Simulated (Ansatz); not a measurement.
**CH8FNOSi2: geometry optimisation**

Aim: relax CH8FNOSi2 from a cheap starting geometry.

Program: Ansatz 0.2.0, Gaussian basis. Level of theory: RKS PBE0-D4/def2-TZVP. These are calculated values, not measurements.

Levels to be run: relaxation at PBE0-D4/def2-TZVP.

1 further run of the same task is left out (set aside as unsound or not needed).

### Step 1. The starting structure

SMILES `C[SiH](F)N[SiH2]O`, 14 atoms, charge 0, spin multiplicity 1.

Atoms are counted from 1 here; the program's logs count them from 0.

Bond lengths: C1–Si2 1.887 Å, C1–H7 1.085 Å, C1–H8 1.086 Å, C1–H9 1.085 Å, Si2–F3 1.625 Å, Si2–N4 1.717 Å, Si2–H10 1.458 Å, N4–Si5 1.747 Å, N4–H11 1.005 Å, Si5–O6 1.614 Å, Si5–H12 1.464 Å, Si5–H13 1.459 Å, O6–H14 0.955 Å. Angles: Si2–C1–H7 110.4°, Si2–C1–H8 111.6°, Si2–C1–H9 111.6°, H7–C1–H8 107.7°, H7–C1–H9 107.6°, H8–C1–H9 107.8°, C1–Si2–F3 108.3°, C1–Si2–N4 110.3°, C1–Si2–H10 114.5°, F3–Si2–N4 105.1°, F3–Si2–H10 102.3°, N4–Si2–H10 115.3°, Si2–N4–Si5 128.7°, Si2–N4–H11 115.8°, Si5–N4–H11 114.3°, N4–Si5–O6 109.4°, N4–Si5–H12 105.3°, N4–Si5–H13 111.5° and more.

The start is a GFN2-xTB geometry.

### Step 2. Geometry optimisation, PBE0-D4/def2-TZVP

File in.yaml:

```yaml
crystal:
  periodic: [false, false, false]
  atoms:
    - {symbol: C, position_ang: [0.417830, 2.203030, -0.990950]}
    - {symbol: Si, position_ang: [0.274520, 0.872060, 0.338940]}
    - {symbol: F, position_ang: [-1.191360, 0.998420, 1.029790]}
    - {symbol: N, position_ang: [0.300810, -0.689340, -0.374450]}
    - {symbol: Si, position_ang: [-0.219590, -2.210670, 0.308560]}
    - {symbol: O, position_ang: [-1.233830, -1.929240, 1.531480]}
    - {symbol: H, position_ang: [0.292660, 3.188850, -0.555270]}
    - {symbol: H, position_ang: [-0.340400, 2.083650, -1.759620]}
    - {symbol: H, position_ang: [1.388440, 2.180200, -1.475250]}
    - {symbol: H, position_ang: [1.170740, 1.053670, 1.474630]}
    - {symbol: H, position_ang: [0.845830, -0.777160, -1.214380]}
    - {symbol: H, position_ang: [-0.868980, -2.924930, -0.791870]}
    - {symbol: H, position_ang: [0.893360, -2.934360, 0.914800]}
    - {symbol: H, position_ang: [-1.730020, -1.114170, 1.563610]}
basis:
  gaussian: {orbitals: def2-TZVP}
hamiltonian: {xc: pbe0, dispersion: d4}
relax: {f_tol: 0.005, max_steps: 150}
```

On the command line:

```
$ ansatz run in.yaml --threads 2 --pin off --events-out ev --progress --plain --max-ram 22528MiB --backend cuda --devices 0, --max-vram 18GiB
```

Before running them: what should the planned runs give, taken together? Wanted: point group; shift from the start; total energy; dispersion term; dipole moment.

The runs gave:

| quantity | value |
| --- | --- |
| point group | C1 |
| steps | 25 |
| shift from the start (rms) | 0.621 Å |
| total energy | -23171.2267 eV |
| dispersion term | -274 meV |
| dipole moment | 2.51 D |

The relaxed geometry lies 0.62 Å (rms) from the start; the bond that changed most is C1–Si2, from 1.887 to 1.851 Å. No vibrations were run, so it is not proven to be a minimum. The largest Mulliken charge, +0.59 e, sits on Si2.
